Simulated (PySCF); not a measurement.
# CH₁₁PSi₃: magnetic properties

An exercise on one series of results from a longer session: the logs are not shown, and one member is left open.

Programs: PySCF 2.14.0, with routines of our own; each step states its level. All values are computed. Atoms count from 0.

## The system as given

16 atoms, charge 0, multiplicity 1; geometry from: PBE0-D3(BJ)/def2-SVP.

Set-up of the first run:

The job: settings as JSON, then the geometry in Å.

```
{"job": {"kind": "mag", "xc": "HF", "basis": "pcSseg-1"}, "charge": 0, "multiplicity": 1}
Si    -2.059696    -1.053794    -0.007952
C     -1.018819    -0.384105     1.409687
Si     0.596843     0.465790     0.920398
Si     1.940785    -0.947331    -0.387491
P      0.328725     2.378623    -0.271782
H     -2.545242     0.058049    -0.880997
H     -1.240485    -1.983789    -0.846245
H     -3.245715    -1.800787     0.511559
H     -1.627396     0.324706     1.997804
H     -0.767741    -1.224732     2.080856
H      1.350967     0.851067     2.156241
H      1.411913    -1.021245    -1.784968
H      3.341835    -0.427890    -0.435880
H      1.956561    -2.330690     0.185108
H     -0.721090     2.880608     0.559241
H     -0.571011     1.780915    -1.207090
```

With the program's defaults for keys left out, this is: GIAO HF/pcSseg-1 magnetisability, rotational g tensor and spin-rotation constants, non-relativistic, gas phase.

Started as:

```
> OMP_NUM_THREADS=1 python excited_run.py task.json out
```

The driver reads the jobs from task.json and runs them one after another.

Steps of the session up to this table: Magnetic properties: GIAO HF/pcSseg-1; Magnetic properties: GIAO BHandHLYP/pcSseg-1; Magnetic properties: GIAO PW91/pcSseg-1; Magnetic properties: GIAO CAM-B3LYP/pcSseg-1; Magnetic properties: GIAO KT2/pcSseg-1; Magnetic properties: GIAO BP86/pcSseg-1.

One of the session's tables, all rows but one given; the rest of the session is left out.

| level | gap (eV) |
| --- | --- |
| GIAO HF/pcSseg-1 | 13.11 |
| GIAO BHandHLYP/pcSseg-1 | 9.39 |
| GIAO PW91/pcSseg-1 | ? |
| GIAO CAM-B3LYP/pcSseg-1 | 9.82 |
| GIAO KT2/pcSseg-1 | 5.53 |
| GIAO BP86/pcSseg-1 | 5.61 |

Estimate the missing values for GIAO PW91/pcSseg-1.

As computed: gap (eV): 5.59. In the column «gap (eV)» it lies between GIAO KT2/pcSseg-1 (5.53) and GIAO BP86/pcSseg-1 (5.61).

Caveats from the session: Vibrational averaging and real surroundings are missing from these values.
